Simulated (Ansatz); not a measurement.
# C2H5BFNS: the cost of one run

Method: RKS CAM-B3LYP-D4/6-31G, in Ansatz 0.2.0.

## 1. The system as given

Bond lengths: F1–C2 1.390 Å, C2–S3 1.789 Å, C2–B4 1.540 Å, B4–N5 1.539 Å, C2–C6 1.508 Å, N5–C6 1.435 Å, S3–H7 1.433 Å, B4–H8 1.196 Å, N5–H9 1.016 Å, C6–H10 1.117 Å, C6–H11 1.091 Å. Angles (14 of 19 angles, heavy atoms first): F1–C2–S3 110.3°, F1–C2–B4 115.5°, F1–C2–C6 115.5°, S3–C2–B4 111.1°, S3–C2–C6 114.3°, B4–C2–C6 88.7°, C2–B4–N5 87.3°, B4–N5–C6 91.4°, C2–C6–N5 92.5°, C2–S3–H7 94.7°, C2–B4–H8 138.6°, N5–B4–H8 133.6°, B4–N5–H9 110.8°, C6–N5–H9 112.1°.

As a file:

```xyz
11

F     0.1629   -1.3315   -1.3199
C     0.2653   -0.5896   -0.1490
S     1.7130   -1.0875    0.7762
B    -0.9884   -0.5839    0.7454
N    -1.0848    0.9283    0.4779
C     0.1142    0.9017   -0.3105
H     2.6403   -0.7362   -0.2578
H    -1.7019   -1.3717    1.2940
H    -1.9053    1.1451   -0.0807
H     0.9312    1.4773    0.1891
H    -0.0811    1.1910   -1.3442
```

## 2. Preparing the start

input.yaml reads:

```yaml
crystal:
  periodic: [false, false, false]
  atoms:
    - { symbol: F, position_ang: [0.1629, -1.3315, -1.3199] }
    - { symbol: C, position_ang: [0.2653, -0.5896, -0.149] }
    - { symbol: S, position_ang: [1.713, -1.0875, 0.7762] }
    - { symbol: B, position_ang: [-0.9884, -0.5839, 0.7454] }
    - { symbol: "N", position_ang: [-1.0848, 0.9283, 0.4779] }
    - { symbol: C, position_ang: [0.1142, 0.9017, -0.3105] }
    - { symbol: H, position_ang: [2.6403, -0.7362, -0.2578] }
    - { symbol: H, position_ang: [-1.7019, -1.3717, 1.294] }
    - { symbol: H, position_ang: [-1.9053, 1.1451, -0.0807] }
    - { symbol: H, position_ang: [0.9312, 1.4773, 0.1891] }
    - { symbol: H, position_ang: [-0.0811, 1.191, -1.3442] }
basis:
  gaussian: { orbitals: "6-31G" }
hamiltonian:
  xc: cam_b3lyp
  dispersion: d4
relax:
  f_tol: 0.02
  max_steps: 40
scf:
  lower_state_search: "off"
```

Launch:

```
> ansatz run input.yaml --threads 1 --pin off --max-ram 2048MiB --backend cpu --events-out ev --progress --plain --runs-dir out
```

Q: Estimate wall time and peak memory on 1 thread of Arm Neoverse V1, shared host.

About 57 s, with a peak of 0.19 GiB.
